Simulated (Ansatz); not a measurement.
Crystal: NbSi.

```
Nb Si
1.0
     3.15644    0.00000    0.00000
     0.00000    3.15644    0.00000
     0.00000    0.00000    3.15644
Nb Si
1 1
Direct
  0.00000 0.00000 0.00000
  0.50000 0.50000 0.50000
```

The cell was built by a generator and needn't be a form met in nature.

Program: Ansatz 0.2.0. Alike in all runs: task single point; potentials or basis Ansatz PAW; no spin polarisation; cell as given; k mesh 4 × 4 × 4; cutoff (eV) 420; smearing fermi-dirac 0.05 eV; the mesh is coarse, so values aren't converged.

Q: Order these runs on this cell by their pressure, lowest first.
A. level HF
B. level HSE06 form with a typed share of exact exchange; screening (1/Å) 0.15; share of exact exchange 0.25
C. level B3LYP
D. level PBEsol0
E. level HSE06 form with a typed share of exact exchange; screening (1/Å) 0.6; share of exact exchange 0.25

A: D (-4.5 GPa), B (-1.3 GPa), E (0.6 GPa), C (5.6 GPa), A (7.9 GPa).

Caveats: all runs use coarse meshes; the PAW data sets come from PBE, with cores solved anew for the run's functional, which leaves a small shift of forces and pressure; the thresholds are loose for stress.
